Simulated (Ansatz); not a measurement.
# SiC (3C silicon carbide): the cost of one run

Method: DFT LDA, scalar-relativistic, plane waves, PAW, in Ansatz 0.2.0.

**1. The starting structure**

It takes space group F-43m (No. 216, cubic). Conventional cell: a = 4.359 Å, b = 4.359 Å, c = 4.359 Å, α = 90.00°, β = 90.00°, γ = 90.00°. Si (site symmetry -43m) is surrounded by 4 C at 1.89 Å. C (site symmetry -43m) is surrounded by 4 Si at 1.89 Å.

Structure file:

```
Si C
1.0
     3.08000    0.00000    0.00000
    -1.54000    2.66736    0.00000
     0.00000    0.00000    7.56000
Si C
3 3
Direct
  0.00000 0.00000 0.00000
  0.33333 0.66667 0.33333
  0.66667 0.33333 0.66667
  0.00000 0.00000 0.25000
  0.33333 0.66667 0.58333
  0.66667 0.33333 0.91667
```

**2. Relaxing cell and atoms: SiC (3C silicon carbide), no spin**

input.yaml reads:

```yaml
crystal:
  lattice:
    - [3.08, 0.0, 0.0]
    - [-1.54, 2.6673582437, 0.0]
    - [0.0, 0.0, 7.56]
  atoms:
    - { symbol: Si, position: [0.0, 0.0, 0.0] }
    - { symbol: C, position: [0.0, 0.0, 0.25] }
    - { symbol: Si, position: [0.3333333333, 0.6666666667, 0.3333333333] }
    - { symbol: C, position: [0.3333333333, 0.6666666667, 0.5833333333] }
    - { symbol: Si, position: [0.6666666667, 0.3333333333, 0.6666666667] }
    - { symbol: C, position: [0.6666666667, 0.3333333333, 0.9166666667] }
scf:
  occupations: { method: fixed }
output:
  forces: true
  stress: true
  eigenvalues: true
  write_density: true
  write_potential: true
  elf: true
  volumetric_format: npy
hamiltonian:
  xc: lda
kpoints:
  mp_grid: { grid: [12, 12, 4] }
basis:
  ecutwfc: 560
relax:
  f_tol: 0.002
  max_steps: 60
  cell: { stress_tol: 0.01 }
```

Command:

```bash
> ansatz run input.yaml --threads 4 --pin off --max-ram 10240MiB --backend cpu --events-out ev --progress --plain --runs-dir out
```

**Question.** How long does this run take on 4 threads of AMD EPYC 7R43 (Zen 3), shared host, and how much memory does it need?

About 14 s, with a peak of 0.47 GiB.
